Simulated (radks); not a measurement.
**K¹¹⁺ in [He] 2s2 2p4: an all-electron calculation**

Aim: the levels, the sizes of the orbitals and the parts of the energy of the potassium ion K11+.

Program: radks (a radial shooting solver on a logarithmic mesh, Libxc functionals) version 1. Level of theory: Dirac Kohn-Sham, B86b exchange with PBE correlation, spin-unpolarised, spherical densities, finite nucleus; open shells are shared between the two j in proportion to 2j + 1. These are calculated values, not measurements, unless marked.

**1. The system**

* element: potassium (Z = 19)
* charge: +11
* electrons: 8
* configuration: [He] 2s2 2p4
* nuclear rms radius: 3.4349 fm

Outer shells as boxes (Hund's rule):

K¹¹⁺
```
[He] core
2s [↑↓]
2p [↑↓][↑ ][↑ ]
```

**2. The calculation**

Input:

```text
Z 19
configuration [He] 2s2 2p4 3s0 3p0
relativity Dirac
functional b86_mgc,pbe
spin unpolarised
j_filling average
nucleus finite rms 3.4349 fm
c 137.035999084
```

Launch:

```bash
python run_ks.py task.json out
```

This one command runs every case of the session in turn.

**Question.** What will this run give?

As calculated:

| quantity | value |
| --- | --- |
| total energy | -534.24567 hartree |
| exchange-correlation share of it | 4.49 % |
| −T/E | 1.0081 |
| highest occupied level | 2p3/2, -603.85 eV |
| most extended occupied level | 2s1/2, <r> = 0.367 bohr |
| radius at density 0.001 e/bohr³ | 1.15 bohr |
| maxima of the radial density | 2 |
| ionisation energy, NIST | 631 (semi-emp.) eV |

**Reading.** 2 principal shells are occupied and 2 maxima appear in the radial density. Relativity lifts −T/E to 1.008. Minus the highest eigenvalue, 603.85 eV, is 96 % of the tabulated ionisation energy (631 eV). Spin polarisation and multiplet splitting are left out.
